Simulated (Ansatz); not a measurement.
# Ge2Sb2Te5: the cost of one run

Computed with Ansatz 0.2.0 (DFT PBE, scalar-relativistic, plane waves, PAW, unless a step's input says otherwise).

### 1 The structure to begin with

The structure is trigonal, space group P-3m1 (No. 164). The conventional cell has a = 4.194 Å, b = 4.194 Å, c = 17.787 Å, α = 90.00°, β = 90.00°, γ = 120.00°. Around Ge (site symmetry 3m) lie 3 Te at 2.82 Å and 3 Ge at 3.15 Å. Sb (site symmetry 3m) has 6 Te at 2.98 to 3.14 Å in its first shell of neighbours. Te (site symmetry -3m) has 6 Sb at 3.14 Å in its first shell of neighbours. Te (site symmetry 3m) is surrounded by 3 Sb at 2.98 Å. Te (site symmetry 3m) is surrounded by 3 Ge at 2.82 Å.

Coordinates:

```cif
data_structure
_symmetry_space_group_name_H-M 'P-3m1'
_symmetry_Int_Tables_number 164
_cell_length_a 4.1938
_cell_length_b 4.1938
_cell_length_c 17.7871
_cell_angle_alpha 90.000
_cell_angle_beta 90.000
_cell_angle_gamma 120.000
_cell_volume 270.93
loop_
_atom_site_label
_atom_site_type_symbol
_atom_site_symmetry_multiplicity
_atom_site_Wyckoff_symbol
_atom_site_fract_x
_atom_site_fract_y
_atom_site_fract_z
_atom_site_occupancy
Ge1 Ge 2 d 0.33333 0.66667 0.44326 1
Sb1 Sb 2 d 0.33333 0.66667 0.11209 1
Te1 Te 1 a 0.00000 0.00000 0.00000 1
Te2 Te 2 d 0.33333 0.66667 0.79009 1
Te3 Te 2 c 0.00000 0.00000 0.36225 1
```

### 2 Single point: Ge2Sb2Te5, no spin

input.yaml reads:

```yaml
crystal:
  lattice:
    - [4.1938367911, 0.0, 0.0]
    - [-2.0969183955, 3.6319692004, 0.0]
    - [0.0, 0.0, 17.7871256588]
  atoms:
    - { symbol: Ge, position: [0.3333333333, 0.6666666667, 0.4432592613] }
    - { symbol: Ge, position: [0.6666666667, 0.3333333333, 0.5567407387] }
    - { symbol: Sb, position: [0.3333333333, 0.6666666667, 0.1120931408] }
    - { symbol: Sb, position: [0.6666666667, 0.3333333333, 0.8879068592] }
    - { symbol: Te, position: [0.0, 0.0, 0.0] }
    - { symbol: Te, position: [0.3333333333, 0.6666666667, 0.790086646] }
    - { symbol: Te, position: [0.6666666667, 0.3333333333, 0.209913354] }
    - { symbol: Te, position: [0.0, 0.0, 0.362248412] }
    - { symbol: Te, position: [0.0, 0.0, 0.637751588] }
scf:
  occupations: { method: gaussian, width: 0.05 }
output:
  forces: true
  stress: false
hamiltonian:
  xc: pbe
kpoints:
  mp_grid: { grid: [10, 10, 2] }
```

On the command line:

```
ansatz run input.yaml --threads 5 --pin off --max-ram 8192MiB --backend cpu --events-out ev --progress --plain --runs-dir out
```

Q: Estimate wall time and peak memory on 5 threads of Intel Xeon at 2.30GHz, shared host.

About 5.9 s, with a peak of 1.1 GiB.
